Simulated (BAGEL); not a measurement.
# CH5AlOS (SMILES [CH3][Al]([OH])[SH]): HF/6-31G(d) (density fitting with qzvpp-jkfit, spherical functions)

Aim: the vertical ionisation energy of CH5AlOS at HF/6-31G* (density fitting with qzvpp-jkfit, spherical functions), from 2 runs. 

The results are computed with BAGEL 1.2.2.

**1. Starting point**

CH5AlOS: 9 atoms, total charge 0, spin state singlet. As SMILES, `[CH3][Al]([OH])[SH]`. The shape is that of a PBE0-D4/def2-TZVP optimisation. This is one conformer, not always the lowest.

Bond lengths: C1–Al2 1.937 Å, Al2–O3 1.694 Å, Al2–S4 2.192 Å, C1–H5 1.094 Å, C1–H6 1.094 Å, C1–H7 1.092 Å, O3–H8 0.955 Å, S4–H9 1.344 Å. Some angles: C1–Al2–O3 119.7°, C1–Al2–S4 123.0°, O3–Al2–S4 117.4°, Al2–C1–H5 111.2°, Al2–C1–H6 111.3°, Al2–C1–H7 111.0°, Al2–O3–H8 124.5°, Al2–S4–H9 92.9°, H5–C1–H6 107.0°, H5–C1–H7 108.1°.

**2. A single-point energy at HF/6-31G(d) (density fitting with qzvpp-jkfit, spherical functions)**

The input, input.json:

```json
{ "bagel" : [

{
  "title" : "molecule",
  "basis" : "6-31gs.json",
  "df_basis" : "qzvpp-jkfit",
  "angstrom" : "true",
  "geometry" : [
    { "atom" : "C", "xyz" : [   -0.068100,    0.820400,   -1.117800 ] },
    { "atom" : "Al", "xyz" : [    0.233100,   -0.407800,    0.349600 ] },
    { "atom" : "O", "xyz" : [    1.608100,   -1.396500,    0.346400 ] },
    { "atom" : "S", "xyz" : [   -1.137500,   -0.593400,    2.050300 ] },
    { "atom" : "H", "xyz" : [   -1.009200,    0.601800,   -1.630500 ] },
    { "atom" : "H", "xyz" : [   -0.128400,    1.853800,   -0.764400 ] },
    { "atom" : "H", "xyz" : [    0.739400,    0.759000,   -1.850700 ] },
    { "atom" : "H", "xyz" : [    1.824100,   -2.025500,    1.032100 ] },
    { "atom" : "H", "xyz" : [   -1.973200,    0.342000,    1.567800 ] }
  ]
},
{ "title" : "hf" },
{ "title" : "print", "file" : "orbitals.molden", "orbitals" : "true" }

]}
```

The basis set 6-31G* is read from a file made from the Basis Set Exchange's data (not shown).

Run with:

```
$ BAGEL_NUM_THREADS=1 BAGEL input.json > input.out
```

Standard output:

```text
* using 1 threads per process

  ===============================================================
  ===============================================================

  *** Geometry ***

  { "atom" : "C", "xyz" : [     -0.128690,      1.550331,     -2.112336 ] },
  { "atom" : "Al", "xyz" : [      0.440495,     -0.770630,      0.660648 ] },
  { "atom" : "O", "xyz" : [      3.038869,     -2.639003,      0.654601 ] },
  { "atom" : "S", "xyz" : [     -2.149563,     -1.121363,      3.874505 ] },
  { "atom" : "H", "xyz" : [     -1.907112,      1.137237,     -3.081198 ] },
  { "atom" : "H", "xyz" : [     -0.242641,      3.503174,     -1.444507 ] },
  { "atom" : "H", "xyz" : [      1.397263,      1.434302,     -3.497316 ] },
  { "atom" : "H", "xyz" : [      3.447049,     -3.827640,      1.950386 ] },
  { "atom" : "H", "xyz" : [     -3.728808,      0.646286,      2.962713 ] },

  Number of auxiliary basis functions:      498

  Since a DF basis is specified, we compute 2- and 3-index integrals:
    o Being stored without compression. Storage requirement is 0.022 GB

  Number of basis functions:       74
  Number of electrons      :       48

    * METHOD: MOLECULE                             0.22

  *** RHF ***

  === Nuclear Repulsion ===
   196.3041015270

      * DIIS with orbital gradients will be used.

  === RHF iteration (6-31gs.json) ===
      0       -754.92292585          0.02298234           0.06
      1       -755.07290000          0.01472747           0.06
      2       -755.15668708          0.00172060           0.06
      3       -755.15841532          0.00050770           0.06
      4       -755.15857762          0.00009510           0.06
      5       -755.15858596          0.00002276           0.06
      6       -755.15858660          0.00000734           0.06
      7       -755.15858667          0.00000173           0.06
      8       -755.15858668          0.00000051           0.06
      9       -755.15858668          0.00000022           0.06
     10       -755.15858668          0.00000007           0.06
     11       -755.15858668          0.00000002           0.06
     12       -755.15858668          0.00000001           0.06
    * SCF iteration converged.

    * Permanent dipole moment:
           (    0.076374,    -0.229816,     0.253370) a.u.

    * METHOD: HF                                   0.91

    * METHOD: PRINT                                0.01

  ===============================================================
```

Run time: 1.3 s. Hardware: 1 thread of Arm Neoverse V2, shared host; peak memory 0.11 GiB.

**3. The doublet cation**

The input, input.json:

```json
{ "bagel": [

{
  "title": "molecule",
  "basis": "6-31gs.json",
  "df_basis": "qzvpp-jkfit",
  "angstrom": true,
  "geometry": [
    { "atom": "C", "xyz": [      -0.068100,       0.820400,      -1.117800 ] },
    { "atom": "Al", "xyz": [       0.233100,      -0.407800,       0.349600 ] },
    { "atom": "O", "xyz": [       1.608100,      -1.396500,       0.346400 ] },
    { "atom": "S", "xyz": [      -1.137500,      -0.593400,       2.050300 ] },
    { "atom": "H", "xyz": [      -1.009200,       0.601800,      -1.630500 ] },
    { "atom": "H", "xyz": [      -0.128400,       1.853800,      -0.764400 ] },
    { "atom": "H", "xyz": [       0.739400,       0.759000,      -1.850700 ] },
    { "atom": "H", "xyz": [       1.824100,      -2.025500,       1.032100 ] },
    { "atom": "H", "xyz": [      -1.973200,       0.342000,       1.567800 ] }
  ]
},

{ "title": "uhf", "charge": 1, "nopen": 1 },

{ "title": "print", "file": "orbitals.molden", "orbitals": true }

]}
```

The basis set 6-31G* is read from a file made from the Basis Set Exchange's data (not shown).

Run with:

```
$ BAGEL_NUM_THREADS=1 BAGEL input.json > input.out
```

Standard output:

```text
* using 1 threads per process

  ===============================================================
  ===============================================================

  *** Geometry ***

  { "atom" : "C", "xyz" : [     -0.128690,      1.550331,     -2.112336 ] },
  { "atom" : "Al", "xyz" : [      0.440495,     -0.770630,      0.660648 ] },
  { "atom" : "O", "xyz" : [      3.038869,     -2.639003,      0.654601 ] },
  { "atom" : "S", "xyz" : [     -2.149563,     -1.121363,      3.874505 ] },
  { "atom" : "H", "xyz" : [     -1.907112,      1.137237,     -3.081198 ] },
  { "atom" : "H", "xyz" : [     -0.242641,      3.503174,     -1.444507 ] },
  { "atom" : "H", "xyz" : [      1.397263,      1.434302,     -3.497316 ] },
  { "atom" : "H", "xyz" : [      3.447049,     -3.827640,      1.950386 ] },
  { "atom" : "H", "xyz" : [     -3.728808,      0.646286,      2.962713 ] },

  Number of auxiliary basis functions:      498

  Since a DF basis is specified, we compute 2- and 3-index integrals:
    o Being stored without compression. Storage requirement is 0.022 GB

  Number of basis functions:       74
  Number of electrons      :       48

    * METHOD: MOLECULE                             0.21

  *** Open-shell HF ***

  === Nuclear Repulsion ===
   196.3041015270

      * DIIS with orbital gradients will be used.

  === UHF iteration (6-31gs.json) ===
      0       -754.54538979          0.04867717           0.12
      1       -754.70619243          0.03502949           0.11
      2       -754.77172971          0.02452075           0.11
      3       -754.82935647          0.00134025           0.11
      4       -754.82998888          0.00054039           0.12
      5       -754.83008262          0.00013109           0.11
      6       -754.83009893          0.00004737           0.12
      7       -754.83010349          0.00001481           0.12
      8       -754.83010473          0.00000437           0.12
      9       -754.83010504          0.00000224           0.12
     10       -754.83010515          0.00000104           0.12
     11       -754.83010521          0.00000047           0.12
     12       -754.83010523          0.00000020           0.12
     13       -754.83010524          0.00000009           0.12
     14       -754.83010524          0.00000003           0.12
     15       -754.83010524          0.00000001           0.11
     16       -754.83010524          0.00000001           0.12
    * SCF iteration converged.

    * S^2 (UHF) is 0.7595

    * Permanent dipole moment:
           (    1.595008,    -0.165000,    -1.427216) a.u.

    * METHOD: UHF                                  2.14

    * METHOD: PRINT                                0.01

  ===============================================================
```

Wall time 2.5 s (1 thread of Arm Neoverse V2, shared host); peak memory 0.11 GiB.

**4. What came out**

At HF/6-31G* (density fitting with qzvpp-jkfit, spherical functions):

```
                                          quantity          value
                     singlet CH5AlOS: total energy  -755.15859 Eh
                    singlet CH5AlOS: dipole moment         0.89 D
                      singlet CH5AlOS: HOMO energy      -10.34 eV
                      singlet CH5AlOS: LUMO energy        2.76 eV
                    singlet CH5AlOS: HOMO–LUMO gap       13.10 eV
                      doublet cation: total energy  -754.83011 Eh
                              doublet cation: ⟨S²⟩          0.759
vertical ionisation energy (to the doublet cation)       8.938 eV
```

**Reading.** Removing an electron at fixed nuclei costs 8.94 eV (862 kJ/mol). The negative HOMO energy of the first species, 10.34 eV, lies 1.40 eV above that difference.
